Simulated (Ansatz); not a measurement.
# H4O2SSi: the cost of one run

Method: PBE0-D4/cc-pVDZ; program: Ansatz 0.2.0, Gaussian basis.

**1. Starting geometry**

The start, a pair relaxed at PBE0-D4: SMILES `[SiH4].O=S=O`, 8 atoms, charge 0, spin multiplicity 1.

Atoms are counted from 1 here; the program's logs count them from 0.

Bond lengths: Si1–H2 1.484 Å, Si1–H3 1.484 Å, Si1–H4 1.484 Å, Si1–H5 1.487 Å, O6–S7 1.432 Å, S7–O8 1.431 Å. Angles: H2–Si1–H3 109.9°, H2–Si1–H4 109.9°, H2–Si1–H5 109.0°, H3–Si1–H4 109.9°, H3–Si1–H5 109.1°, H4–Si1–H5 109.0°, O6–S7–O8 118.9°.

As a file:

```xyz
8
H4O2SSi
Si   -0.1430    0.0105   -1.3863
H    -1.0454    0.8855   -0.5980
H    -0.6441   -1.3858   -1.3612
H     1.2296    0.0640   -0.8248
H    -0.1095    0.4899   -2.7933
O    -0.2052   -1.0868    1.8233
S     0.2619   -0.1400    2.7908
O     0.6557    1.1627    2.3497
```

**2. The run**

File md/in.yaml:

```yaml
crystal:
  periodic: [false, false, false]
  atoms:
    - {symbol: Si, position_ang: [-0.142974, 0.010465, -1.386288]}
    - {symbol: H, position_ang: [-1.045407, 0.885499, -0.597974]}
    - {symbol: H, position_ang: [-0.644064, -1.385829, -1.361231]}
    - {symbol: H, position_ang: [1.229610, 0.064016, -0.824822]}
    - {symbol: H, position_ang: [-0.109499, 0.489862, -2.793277]}
    - {symbol: O, position_ang: [-0.205194, -1.086835, 1.823340]}
    - {symbol: S, position_ang: [0.261901, -0.139982, 2.790784]}
    - {symbol: O, position_ang: [0.655725, 1.162703, 2.349666]}
basis:
  gaussian: {orbitals: cc-pVDZ}
hamiltonian: {xc: pbe0, dispersion: d4}
md: {n_steps: 30, timestep: 0.5, temperature: 300, ensemble: nve, seed: 929, initial_velocities: maxwell_boltzmann}
```

Started as:

```console
ansatz run in.yaml --threads 4 --pin off --events-out ev --progress --plain --max-ram 9574MiB
```

**Question.** How long does this run take on 4 threads of Arm Neoverse V1, shared host?

About 32 s.
